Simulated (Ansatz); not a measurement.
# CGeN: the cost of one run

The runs use Ansatz 0.2.0, Gaussian basis; cc-pVTZ, core rule «outside noble gas», up to 16 orbitals frozen.

Plan: UHF; CCSD(T) on RHF; CCSD(T) on UHF; BCCD(T) on RHF; CCSDT(Q) on RHF; CCSDT(Q) on UHF; CASSCF and NEVPT2, 12 electrons in 12 orbitals.

5 further runs of the same task are left out: 5 set aside as unsound or not needed.

## 1. The geometry

The geometry is a PBE0/def2-TZVP stationary point (not a proven minimum) of the parent state, kept for this charge and spin. No spin-orbit coupling is included. The filled d shell of Ge may be among the frozen orbitals whatever the setting's name suggests; the logs give the count.

3 atoms, charge 1, spin multiplicity 1.

Atoms are counted from 1 here; the program's logs count them from 0.

Bond lengths: Ge1–C2 1.947 Å, C2–N3 1.160 Å. Angles: Ge1–C2–N3 180.0°.

## 2. UHF

Input file in.yaml:

```yaml
crystal:
  periodic: [false, false, false]
  atoms:
    - {symbol: Ge, position_ang: [0.000000, 0.000000, 1.684600]}
    - {symbol: C, position_ang: [0.000000, 0.000000, -0.262100]}
    - {symbol: N, position_ang: [0.000000, 0.000000, -1.422500]}
basis:
  gaussian: {orbitals: cc-pVTZ}
total_charge: 1
magnetization: {spin_polarized: true, initial_magnetization: 0}
hamiltonian: {xc: hf}
output: {orbitals: {seedname: orbitals}}
```

Launch:

```bash
ansatz run in.yaml --threads 1 --pin off --events-out ev --progress --plain --max-ram 4096MiB --backend cpu
```

Q: Estimate wall time and peak memory on 1 thread of AMD EPYC 7R13, shared host.

About 12 s, with a peak of 0.33 GiB.
